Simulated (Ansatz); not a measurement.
# AlAsH₂+ (quartet): wave-function methods side by side, cc-pVTZ

One table from this session's results is given with a row withheld; the runs are named, their logs left out.

The runs use Ansatz 0.2.0, Gaussian basis; cc-pVTZ, core rule «outside noble gas», up to 19 orbitals frozen.

To be run: UHF; CCSD(T) on ROHF; CCSD(T) on UHF; BCCD(T) on ROHF; CCSDT(Q) on ROHF; CCSDT(Q) on UHF.

14 further runs of the same task are left out: 8 for a known fault of the program, 6 set aside as unsound or not needed.

## What is computed

The geometry is a PBE0/def2-TZVP stationary point (not a proven minimum) of the parent state, kept for this charge and spin. No spin-orbit coupling is included. The filled d shell of As may be among the frozen orbitals whatever the setting's name suggests; the logs give the count.

4 atoms, charge 1, spin multiplicity 4.

Atoms are counted from 1 here; the program's logs count them from 0.

Bond lengths: Al1–As2 2.466 Å, Al1–H3 1.609 Å, As2–H4 1.527 Å. Angles: As2–Al1–H3 114.8°, Al1–As2–H4 93.0°.

Set-up of the first run:

Input file in.yaml:

```yaml
crystal:
  periodic: [false, false, false]
  atoms:
    - {symbol: Al, position_ang: [0.000000, -0.143301, 1.790435]}
    - {symbol: As, position_ang: [0.000000, 0.054308, -0.667817]}
    - {symbol: H, position_ang: [0.000000, 1.258720, 2.580257]}
    - {symbol: H, position_ang: [0.000000, -1.459507, -0.868621]}
basis:
  gaussian: {orbitals: cc-pVTZ}
total_charge: 1
magnetization: {spin_polarized: true, initial_magnetization: 3}
hamiltonian: {xc: hf}
output: {orbitals: {seedname: orbitals}}
```

Launch:

```sh
$ ansatz run in.yaml --threads 1 --pin off --events-out ev --progress --plain --max-ram 4096MiB --backend cpu
```

Steps of the session up to this table: UHF; CCSD(T) on ROHF; CCSD(T) on UHF; BCCD(T) on ROHF; CCSDT(Q) on ROHF; CCSDT(Q) on UHF.

One table of the session follows, with a row left open; its other results are not shown here.

```
   method  from UCCSDT(Q) (meV)
     ROHF               +5084.6
      UHF               +4892.9
     RMP2                     ?
     UMP2               +1102.3
    RCCSD                +229.8
    UCCSD                +210.7
 RCCSD(T)                 +56.5
 UCCSD(T)                 +45.1
  BCCD(T)                 +53.9
   RCCSDT                 +17.8
   UCCSDT                  +6.6
RCCSDT(Q)                 +11.0
UCCSDT(Q)                     0
```

Estimate the missing values for RMP2.

**Answer.** from UCCSDT(Q) (meV): +1118.7. In the column «from UCCSDT(Q) (meV)» it lies between UMP2 (+1102.3) and UHF (+4892.9).

Limits of these values: Restricted and unrestricted rows rest on different reference determinants; where their highest levels disagree by more than a few hundredths of an eV, they describe different states and don't form one ladder.
